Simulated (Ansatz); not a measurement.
# CeO2 (fluorite): the cost of one run

Computed with Ansatz 0.2.0 (DFT LDA, scalar-relativistic, plane waves, PAW, unless a step's input says otherwise).

## Step 1: The starting structure

Symmetry: Fm-3m, No. 225, cubic system. Conventional cell: a = 5.407 Å, b = 5.407 Å, c = 5.407 Å, α = 90.00°, β = 90.00°, γ = 90.00°. Ce (site symmetry m-3m) is surrounded by 8 O at 2.34 Å. O (site symmetry -43m) has 4 Ce at 2.34 Å in its first shell of neighbours.

Coordinates:

```cif
data_structure
_symmetry_space_group_name_H-M 'P 1'
_symmetry_Int_Tables_number 1
_cell_length_a 3.8235
_cell_length_b 3.8235
_cell_length_c 3.8235
_cell_angle_alpha 60.000
_cell_angle_beta 60.000
_cell_angle_gamma 60.000
_cell_volume 39.53
loop_
_atom_site_label
_atom_site_type_symbol
_atom_site_fract_x
_atom_site_fract_y
_atom_site_fract_z
_atom_site_occupancy
Ce1 Ce 0.00000 0.00000 0.00000 1
O1 O 0.25000 0.25000 0.25000 1
O2 O 0.75000 0.75000 0.75000 1
```

The structure rests on an entry of the Crystallography Open Database; cell or positions may have been set otherwise for this series.

## Step 2: Cell and atoms relaxed at 0 GPa

File input.yaml:

```yaml
crystal:
  lattice:
    - [0.0, 2.70365, 2.70365]
    - [2.70365, 0.0, 2.70365]
    - [2.70365, 2.70365, 0.0]
  atoms:
    - { symbol: Ce, position: [0.0, 0.0, 0.0] }
    - { symbol: O, position: [0.25, 0.25, 0.25] }
    - { symbol: O, position: [0.75, 0.75, 0.75] }
scf:
  occupations: { method: fixed }
output:
  forces: true
  stress: true
  eigenvalues: true
  write_density: true
  write_potential: true
  elf: true
  volumetric_format: npy
hamiltonian:
  xc: lda
basis:
  ecutwfc: 560
kpoints:
  mp_grid: { grid: [8, 8, 8] }
relax:
  f_tol: 0.003
  max_steps: 60
  cell: { stress_tol: 0.02, p_target: 0 }
```

Command:

```bash
ansatz run input.yaml --threads 8 --pin off --max-ram 24576MiB --backend cpu --events-out ev --progress --plain --runs-dir out
```

**Question.** How long does this run take on 8 threads of AMD EPYC 9R45 (Zen 5), shared host, and how much memory does it need?

About 1.6 s, with a peak of 0.43 GiB.
